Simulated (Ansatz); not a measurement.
# C2H7BClN: up Jacob's ladder to CCSD(T)

An exercise on one series of results from a longer session: the logs are not shown, and one member is left open.

Program: Ansatz 0.2.0, Gaussian basis. Level of theory: functionals in def2-TZVPP, the program's frozen cores in correlated methods. These are calculated values, not measurements.

Levels to be run: LDA (SPW92), PBE-D4, revPBE-D4, BLYP-D4, r2SCAN-D4, B97M-V, PBE0-D4, B3LYP-D4, r2SCANh-D4, r2SCAN0-D4, HSE06-D4, BHLYP-D4, CAM-B3LYP-D4, LC-ωPBE, ωB97X-V, ωB97M-V, B2PLYP, PBE-QIDH; CCSD(T)/def2-SVP; CCSD(T)/def2-TZVPP; MP2/def2-QZVPP; extrapolation to the limit; RPA on PBE.

## Structure used throughout

An earlier PBE0-D4 in a triple-zeta def2 set relaxation fixed the geometry.

12 atoms, charge 0, spin multiplicity 1.

Atoms are counted from 1 here; the program's logs count them from 0.

Bond lengths: C1–N2 1.444 Å, C1–H6 1.094 Å, C1–H7 1.094 Å, C1–H8 1.088 Å, N2–B3 1.389 Å, N2–H9 1.008 Å, B3–C4 1.566 Å, B3–Cl5 1.788 Å, C4–H10 1.093 Å, C4–H11 1.094 Å, C4–H12 1.094 Å. Angles: N2–C1–H6 111.3°, N2–C1–H7 111.3°, N2–C1–H8 109.4°, H6–C1–H7 108.3°, H6–C1–H8 108.3°, H7–C1–H8 108.3°, C1–N2–B3 129.4°, C1–N2–H9 114.1°, B3–N2–H9 116.4°, N2–B3–C4 122.8°, N2–B3–Cl5 118.9°, C4–B3–Cl5 118.3°, B3–C4–H10 113.2°, B3–C4–H11 110.5°, B3–C4–H12 110.5°, H10–C4–H11 108.1°, H10–C4–H12 108.1°, H11–C4–H12 106.2°.

Set-up of the first run:

in.yaml

```yaml
crystal:
  periodic: [false, false, false]
  atoms:
    - {symbol: C, position_ang: [-1.556678, 0.765015, -0.933379]}
    - {symbol: N, position_ang: [-0.561303, -0.131236, -0.395072]}
    - {symbol: B, position_ang: [0.550409, 0.152507, 0.388223]}
    - {symbol: C, position_ang: [1.536610, -0.954134, 0.891822]}
    - {symbol: Cl, position_ang: [0.875350, 1.850161, 0.844488]}
    - {symbol: H, position_ang: [-1.581245, 0.720166, -2.026119]}
    - {symbol: H, position_ang: [-2.554848, 0.521581, -0.557614]}
    - {symbol: H, position_ang: [-1.320343, 1.785720, -0.638577]}
    - {symbol: H, position_ang: [-0.708774, -1.100226, -0.630129]}
    - {symbol: H, position_ang: [1.260923, -1.959044, 0.561488]}
    - {symbol: H, position_ang: [1.583694, -0.956793, 1.984740]}
    - {symbol: H, position_ang: [2.553206, -0.748916, 0.543928]}
basis:
  gaussian: {orbitals: def2-TZVPP}
hamiltonian: {xc: lda}
output: {orbitals: {seedname: orbitals}}
```

Steps of the session up to this table: LDA; PBE-D4 (GGA); revPBE-D4 (GGA); BLYP-D4 (GGA); r2SCAN-D4 (meta-GGA); B97M-V (meta-GGA); PBE0-D4 (hybrid); B3LYP-D4 (hybrid); r2SCANh-D4 (hybrid); r2SCAN0-D4 (hybrid); HSE06-D4 (hybrid); BHLYP-D4 (hybrid); CAM-B3LYP-D4 (range-separated); LC-ωPBE-D4 (range-separated; the results give it without D4); ωB97X-V (range-separated); ωB97M-V (range-separated); B2PLYP (double hybrid); PBE-QIDH (double hybrid).

One of the session's tables, all rows but one given; the rest of the session is left out.

It belongs to the step «Frontier levels by functional». 

```
  functional  HOMO (eV)  LUMO (eV)  gap (eV)
 LDA (SPW92)      -6.47      -0.45      6.01
      PBE-D4      -6.33      -0.23      6.11
   revPBE-D4      -6.28      -0.13      6.14
     BLYP-D4      -6.21      -0.07      6.13
   r2SCAN-D4      -6.59       0.13      6.72
      B97M-V      -6.67       0.17      6.85
     PBE0-D4      -7.65       0.75      8.41
    B3LYP-D4      -7.43       0.42      7.85
  r2SCANh-D4      -7.08       0.47      7.56
  r2SCAN0-D4      -7.84       0.98      8.82
    HSE06-D4      -7.25       0.38      7.64
    BHLYP-D4          ?          ?         ?
CAM-B3LYP-D4      -9.04       1.45     10.49
     LC-ωPBE     -10.43       2.70     13.12
     ωB97X-V     -10.06       2.50     12.55
     ωB97M-V      -9.95       1.99     11.94
```

Estimate the missing values for BHLYP-D4.

Worked estimate for «HOMO (eV)». Against the share of exact exchange, BLYP-D4 (0, -6.21), B3LYP-D4 (0.2, -7.43) give a slope of -6.10 per unit share; at 0.5 the line stands at -9.26.

**Answer.** HOMO (eV): -8.89; LUMO (eV): 1.29; gap (eV): 10.18. In «HOMO (eV)» the line misses by -0.37.
